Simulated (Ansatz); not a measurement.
# Cr2O3 (Eskolaite): the cost of one run

Method: DFT PBE, scalar-relativistic, plane waves, PAW, in Ansatz 0.2.0.

## Step 1: The starting structure

Symmetry: R-3c, No. 167, trigonal system. The conventional cell has a = 5.030 Å, b = 5.030 Å, c = 13.605 Å, α = 90.00°, β = 90.00°, γ = 120.00°. Cr (site symmetry 3) has 6 O at 1.98 to 2.04 Å as nearest neighbours. O (site symmetry 2) has 4 Cr at 1.98 to 2.04 Å as nearest neighbours.

Coordinates:

```
CELL_PARAMETERS angstrom
2.51500 1.45204 4.53497
-2.51500 1.45204 4.53497
0.00000 -2.90407 4.53497
ATOMIC_POSITIONS crystal
Cr 0.35011 0.35011 0.35011
Cr 0.14989 0.14989 0.14989
Cr 0.64989 0.64989 0.64989
Cr 0.85011 0.85011 0.85011
O 0.55150 0.94850 0.25000
O 0.25000 0.55150 0.94850
O 0.94850 0.25000 0.55150
O 0.44850 0.05150 0.75000
O 0.75000 0.44850 0.05150
O 0.05150 0.75000 0.44850
```

An earlier run at PBE left this cell at 9.937 Å³/atom and -0.01 GPa (6×6×6 mesh).

## Step 2: Antiferromagnetic, in the cell as typed

The input, input.yaml:

```yaml
crystal:
  lattice:
    - [2.51500179, 1.4520369605, 4.5349651368]
    - [-2.51500179, 1.4520369605, 4.5349651368]
    - [0.0, -2.904073921, 4.5349651368]
  atoms:
    - { symbol: Cr, position: [0.3501065281, 0.3501065281, 0.3501065281], spin: 3.0 }
    - { symbol: Cr, position: [0.1498934719, 0.1498934719, 0.1498934719], spin: -3.0 }
    - { symbol: Cr, position: [0.6498934719, 0.6498934719, 0.6498934719], spin: -3.0 }
    - { symbol: Cr, position: [0.8501065281, 0.8501065281, 0.8501065281], spin: 3.0 }
    - { symbol: O, position: [0.5515020646, 0.9484979354, 0.25] }
    - { symbol: O, position: [0.25, 0.5515020646, 0.9484979354] }
    - { symbol: O, position: [0.9484979354, 0.25, 0.5515020646] }
    - { symbol: O, position: [0.4484979354, 0.0515020646, 0.75] }
    - { symbol: O, position: [0.75, 0.4484979354, 0.0515020646] }
    - { symbol: O, position: [0.0515020646, 0.75, 0.4484979354] }
basis:
  ecutwfc: 420
  ecutrho_ratio: 4
kpoints:
  mp_grid: { grid: [6, 6, 6] }
hamiltonian:
  xc: pbe
scf:
  occupations: { method: gaussian, width: 0.05 }
  lower_state_search: "off"
output:
  forces: true
  stress: true
  eigenvalues: true
  populations: true
magnetization:
  spin_polarized: true
```

Launch:

```console
$ ansatz run input.yaml --threads 2 --pin off --max-ram 5120MiB --backend cpu --events-out ev --progress --plain --runs-dir out
```

**Question.** How long does this run take on 2 threads of Intel Xeon 6975P-C (Granite Rapids), shared host, and how much memory does it need?

About 13 s, with a peak of 0.63 GiB.
